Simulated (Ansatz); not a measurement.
# KCoF3: the cost of one run

Program: Ansatz 0.2.0. Level of theory: DFT PBEsol, scalar-relativistic, plane waves, PAW. These are calculated values, not measurements.

## (1) Starting point

Symmetry: Pm-3m, No. 221, cubic system. The conventional cell has a = 4.031 Å, b = 4.031 Å, c = 4.031 Å, α = 90.00°, β = 90.00°, γ = 90.00°. K (site symmetry m-3m) is surrounded by 12 F at 2.85 Å. Co (site symmetry m-3m) is surrounded by 6 F at 2.02 Å. F (site symmetry 4/mmm) has 2 Co at 2.02 Å and 4 K at 2.85 Å in its first shell of neighbours.

Coordinates:

```cif
data_structure
_symmetry_space_group_name_H-M 'P 1'
_symmetry_Int_Tables_number 1
_cell_length_a 4.0308
_cell_length_b 4.0308
_cell_length_c 4.0308
_cell_angle_alpha 90.000
_cell_angle_beta 90.000
_cell_angle_gamma 90.000
_cell_volume 65.49
loop_
_atom_site_label
_atom_site_type_symbol
_atom_site_fract_x
_atom_site_fract_y
_atom_site_fract_z
_atom_site_occupancy
K1 K 0.00000 0.00000 0.00000 1
Co1 Co 0.50000 0.50000 0.50000 1
F1 F 0.00000 0.50000 0.50000 1
F2 F 0.50000 0.00000 0.50000 1
F3 F 0.50000 0.50000 0.00000 1
```

It is the result of an earlier relaxation at this level (volume 13.10 Å³/atom; gap on the mesh: none (metal), site moments up to 2.5 μB).

## (2) Point at V/V0 = 0.97

input.yaml reads:

```yaml
crystal:
  lattice:
    - [3.9900958143, 0.0, 0.0]
    - [0.0, 3.9900958143, 0.0]
    - [0.0, 0.0, 3.9900958143]
  atoms:
    - { symbol: K, position: [0.0, 0.0, 0.0] }
    - { symbol: Co, position: [0.5, 0.5, 0.5], spin: 2.8 }
    - { symbol: F, position: [0.0, 0.5, 0.5] }
    - { symbol: F, position: [0.5, 0.0, 0.5] }
    - { symbol: F, position: [0.5, 0.5, 0.0] }
basis:
  ecutwfc: 420
kpoints:
  mp_grid: { grid: [10, 10, 10] }
hamiltonian:
  xc: pbesol
scf:
  occupations: { method: gaussian, width: 0.1 }
output:
  forces: true
  stress: true
  eigenvalues: true
  populations: true
  write_density: true
  write_potential: true
  elf: true
  volumetric_format: npy
magnetization:
  spin_polarized: true
```

Run with:

```sh
$ ansatz run input.yaml --threads 1 --pin off --max-ram 2560MiB --backend cpu --events-out ev --progress --plain --runs-dir out
```

What time and memory should one allow on 1 thread of Arm Neoverse V1, shared host?

About 30 s, with a peak of 0.43 GiB.
